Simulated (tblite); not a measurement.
# C4H10BBr: the cost of one run

Programs: tblite 0.8.0 and PySCF 2.14.0, with density-fitted response routines of our own. Each step states its level of theory. These are calculated values for one molecule in the gas phase, unless marked as measured. Atoms count from 0, in the outputs and in this text.

### 1 The molecule as given

16 atoms, charge 0, multiplicity 1; geometry from: force field or distance geometry start.

Bonds of the start (Å): C0–B1 1.62, B1–C2 1.57, C2–C3 1.51, C3–C4 1.49, C4–Br5 1.91, C0–H6 1.11, C0–H7 1.12, C0–H8 1.12, B1–H9 1.18, C2–H10 1.11, C2–H11 1.10, C3–H12 1.12, C3–H13 1.12, C4–H14 1.13, C4–H15 1.13.

### 2 Relaxing the molecule with GFN2-xTB

What the job is given:

```
{"job": {"kind": "relax", "xc": "GFN2-xTB", "basis": "xTB"}, "charge": 0, "multiplicity": 1}
C      2.512000     0.268400     0.501900
B      0.967500     0.548800     0.089700
C      0.076300    -0.744800     0.007200
C     -1.298900    -0.600400     0.603500
C     -2.155200     0.471100     0.009200
Br    -1.438200     2.235300     0.118400
H      3.181200     1.044800     0.080500
H      2.618300     0.161300     1.613300
H      2.747400    -0.722800     0.028500
H      0.862300     1.326700    -0.786400
H     -0.048200    -0.981100    -1.072400
H      0.576600    -1.583000     0.518900
H     -1.863600    -1.561400     0.470500
H     -1.259000    -0.480900     1.713200
H     -2.289400     0.196600    -1.077400
H     -3.196600     0.430500     0.437600
```

Command:

```bash
$ OMP_NUM_THREADS=1 python probes_run.py task.json out
```

The driver reads the jobs from task.json and runs them one after another.

Q: Estimate the wall time and peak memory of this first job on 1 thread of Intel Xeon at 2.50GHz, shared host.

About 2.1 s, with a peak of 0.18 GiB.
